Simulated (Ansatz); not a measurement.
Task: a ranking of polymorphs by energy of 2 structures of Tc3Mo, with the Python package of Ansatz (0.2.0). Give the script and its output. Use (first run): LDA, PAW, cutoff 550 eV, 7×7×2 k-points, Fermi-Dirac smearing of 0.05 eV.

Script `polymorphs_tc3mo.py`:
```python
"""Which structure of Tc3Mo is lowest in energy, at the given cells."""

import ansatz as az
import numpy as np
import spglib

PHASES = {
    "P-6m2": (
        [(2.771946, 0.0, 0.0), (-1.385973, 2.400576, 0.0), (0.0, 0.0, 8.98802)],
        [
            ("Tc", (0.0, 0.0, 0.0)),
            ("Tc", (1 / 3, 2 / 3, 0.757277)),
            ("Tc", (1 / 3, 2 / 3, 0.242723)),
            ("Mo", (0.0, 0.0, 0.5)),
        ],
    ),
    "Pm-3m": (
        [(3.914319, 0.0, 0.0), (0.0, 3.914319, 0.0), (0.0, 0.0, 3.914319)],
        [
            ("Tc", (0.0, 0.5, 0.5)),
            ("Tc", (0.5, 0.0, 0.5)),
            ("Tc", (0.5, 0.5, 0.0)),
            ("Mo", (0.0, 0.0, 0.0)),
        ],
    ),
}


def build(vectors, sites):
    crystal = az.Crystal(lattice=az.Lattice.of(vectors))
    for symbol, position in sites:
        crystal = crystal.atom(symbol, position)
    return crystal


def ground_state(name, crystal):
    calc = (
        crystal.calculation()
        .functional("lda")
        .basis(550)
        .kpoints(spacing=0.39)
        .occupations("fermi_dirac", width=0.05)
        .stress()
        .band_table()
    )
    return calc.run(threads=1, pin="off")


def space_group(outcome):
    sites = outcome.report["lattice"]["sites"]
    kinds = sorted({site["symbol"] for site in sites})
    cell = (outcome.lattice.cell_ang, [site["position_frac"] for site in sites], [kinds.index(site["symbol"]) for site in sites])
    return spglib.get_spacegroup(cell, symprec=0.01)


def volume_per_atom(outcome):
    return abs(np.linalg.det(outcome.lattice.cell_ang)) / len(outcome.lattice.sites)

phases = {name: build(*cell) for name, cell in PHASES.items()}

done = {}
for name, crystal in phases.items():
    try:
        done[name] = ground_state(name, crystal)
    except az.NonConvergedError as error:
        print(name, "did not converge:", str(error)[:120])

energy = {name: o.report["energy_sigma0_ev"] / len(o.lattice.sites) for name, o in done.items()}
lowest = min(energy.values())
rows = [(name, len(o.lattice.sites), 1000 * (energy[name] - lowest), space_group(o), volume_per_atom(o)) for name, o in done.items()]
rows.sort(key=lambda row: row[2])
print("     phase       atoms  dE (meV/atom)  space group  V (A^3/atom)")
for row in rows:
    print(f"{str(row[0]):>10}  {row[1]:10d}  {row[2]:13.1f}  {str(row[3]):>11}  {row[4]:12.3f}")
print("order:", " < ".join(row[0] for row in rows))
```

```console
$ python polymorphs_tc3mo.py
     phase       atoms  dE (meV/atom)  space group  V (A^3/atom)
     P-6m2           4            0.0  P-6m2 (187)        14.952
     Pm-3m           4           40.4  Pm-3m (221)        14.994
order: P-6m2 < Pm-3m
```

By space group at the end of each run: P-6m2 (+0 meV an atom, 15.0 Å³) and Pm-3m (+40 meV an atom, 15.0 Å³).

These settings explore the input space; cutoff and mesh may be short of convergence. For the metals among these phases the mesh is modest: differences between phases can be off by up to 40 meV an atom. The cells come from databases of deposited and of computed structures, and not all need be stable phases. The ranking holds among these structures alone, at zero temperature; the ground state may be another structure. Differences under about 40 meV an atom lie within the error of mesh and functional. Finished in 8.2 s on 1 thread of Arm Neoverse V2 (shared host), peak memory 0.41 GiB.
